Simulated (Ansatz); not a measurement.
# LaTiGe: the cost of one run

Program: Ansatz 0.2.0. Level of theory: DFT, PBEsol, no spin polarisation, plane waves, PAW. These are calculated values, not measurements.

## Step 1: Geometry

It takes space group P4/nmm (No. 129, tetragonal). The conventional cell has a = 4.224 Å, b = 4.224 Å, c = 7.960 Å, α = 90.00°, β = 90.00°, γ = 90.00°. La (site symmetry 4mm) has 5 Ge at 3.06 to 3.19 Å and 4 Ti at 3.45 Å as nearest neighbours. Ge (site symmetry 4mm) is surrounded by 4 Ti at 2.94 Å and 5 La at 3.06 to 3.19 Å. Ti (site symmetry -4m2) is surrounded by 4 Ge at 2.94 Å and 4 Ti at 2.99 Å.

Structure file:

```cif
data_structure
_symmetry_space_group_name_H-M 'P 1'
_symmetry_Int_Tables_number 1
_cell_length_a 4.2239
_cell_length_b 4.2239
_cell_length_c 7.9595
_cell_angle_alpha 90.000
_cell_angle_beta 90.000
_cell_angle_gamma 90.000
_cell_volume 142.01
loop_
_atom_site_label
_atom_site_type_symbol
_atom_site_fract_x
_atom_site_fract_y
_atom_site_fract_z
_atom_site_occupancy
La1 La 0.25000 0.25000 0.65800 1
La2 La 0.75000 0.75000 0.34200 1
Ge1 Ge 0.25000 0.25000 0.25700 1
Ge2 Ge 0.75000 0.75000 0.74300 1
Ti1 Ti 0.75000 0.25000 0.00000 1
Ti2 Ti 0.25000 0.75000 0.00000 1
```

It starts from an earlier solution of the starting cell (checkpoint.read).

## Step 2: Relaxing

Input file input.yaml:

```yaml
crystal:
  lattice:
    - [4.223856, 0.0, 0.0]
    - [0.0, 4.223856, 0.0]
    - [0.0, 0.0, 7.959501]
  atoms:
    - { symbol: La, position: [0.25, 0.25, 0.658] }
    - { symbol: La, position: [0.75, 0.75, 0.342] }
    - { symbol: Ge, position: [0.25, 0.25, 0.257] }
    - { symbol: Ge, position: [0.75, 0.75, 0.743] }
    - { symbol: Ti, position: [0.75, 0.25, 0.0] }
    - { symbol: Ti, position: [0.25, 0.75, 0.0] }
  symmetry: { tolerance: 0.0003 }
kpoints:
  mp_grid: { grid: [8, 8, 5], shift: [0, 0, 0] }
magnetization:
  spin_polarized: false
scf:
  occupations: { method: fermi_dirac }
  lower_state_search: "off"
hamiltonian:
  pseudopotentials: { kind: paw }
  xc: pbesol
basis:
  ecutwfc: 420
  fft_grid_basis: typed
relax:
  max_steps: 80
  cell: { p_target: 0.0 }
  f_tol: 0.03
output:
  forces: true
  stress: true
  eigenvalues: true
  bader: true
  populations: true
  elf: true
  write_potential: true
  volumetric_format: npy
  dos:
    e_range: [-12, 8]
    de: 0.05
    projected: { site_lists: { Ge: [Ge], La: [La], Ti: [Ti] } }
checkpoint:
  read: saved_state
```

Started as:

```bash
$ ansatz run input.yaml --threads 2 --pin off --max-ram 2560MiB --backend cpu --events-out ev --progress --plain --runs-dir out
```

**Question.** How long does this run take on 2 threads of Arm Neoverse V1, shared host, and how much memory does it need?

About 2 min, with a peak of 0.6 GiB.
